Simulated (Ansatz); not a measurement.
The system is CsLiCr2Te2S3.

```
CELL_PARAMETERS angstrom
3.31929 1.91639 6.87982
-3.31929 1.91639 6.87982
0.00000 -3.83279 6.87982
ATOMIC_POSITIONS crystal
Cs 0.00000 0.00000 0.00000
Li 0.50000 0.50000 0.50000
Cr 0.79848 0.79848 0.79848
Cr 0.20152 0.20152 0.20152
Te 0.67990 0.67990 0.67990
Te 0.32010 0.32010 0.32010
S 0.13626 0.86374 0.50000
S 0.50000 0.13626 0.86374
S 0.86374 0.50000 0.13626
```

The cell was built by a generator and needn't be a form met in nature.

| Item | Value |
| --- | --- |
| Program | Ansatz 0.2.0 |
| Task | relaxation of cell and atoms |
| Functional | r2SCAN |
| Dispersion | D4 |
| Potentials or basis | Ansatz PAW |
| Cutoff | 500 eV (not typed: the program's choice for these potentials) |
| k mesh | 4 × 4 × 4 |
| Occupations | fermi-dirac, width 0.05 eV |
| Spin | collinear spin, ferromagnetic start |
| Starting moments | [0.0, 0.0, 3.0, 3.0, 0.0, 0.0, 0.0, 0.0, 0.0] μB |

At the start: volume 29.18 Å³/atom.

**Question.** How do energy, volume and symmetry change on relaxing?

**Answer.** It ends after 6 steps and the volume is 27.66 Å³/atom (-5.2 %); space group R32 (No. 155, to 0.05 Å); moment 4.00 μB per cell.

Step by step:
```tsv
step	energy change (eV)	largest force (eV/Å)	volume (Å³)
1	0.0000	0.2240	262.58
2	-0.0158	0.0304	255.18
3	-0.0329	0.0264	249.49
4	-0.0343	0.0183	248.52
5	-0.0344	0.0021	248.96
6	-0.0326	0.0020	248.96
```

Final structure:
```xyz
9
Lattice="3.3178 1.9155 6.5289 -3.3178 1.9155 6.5289 0.0000 -3.8311 6.5289" Properties=species:S:1:pos:R:3 pbc="T T T"
Cs    0.0000    0.0000    0.0000
Li    0.0000    0.0000    9.7934
Cr    0.0000    0.0000   15.6036
Cr    0.0000    0.0000    3.9831
Te    0.0000    0.0000   13.1399
Te    0.0000    0.0000    6.4468
S    -2.3978    0.0000    9.7934
S     1.1989   -2.0765    9.7934
S     1.1989    2.0765    9.7934
```

Caveat: the magnetic or orbital state may not be the lowest; the plane-wave basis is chosen anew once the cell has moved, so the energies of steps on either side of that aren't comparable; only a ferromagnetic start was run, and an antiferromagnetic order may lie lower in energy; pairwise dispersion overbinds metals, which lowers pressure and volume; the PAW data sets come from PBE, with cores solved anew for the run's functional, which leaves a small shift of forces and pressure.
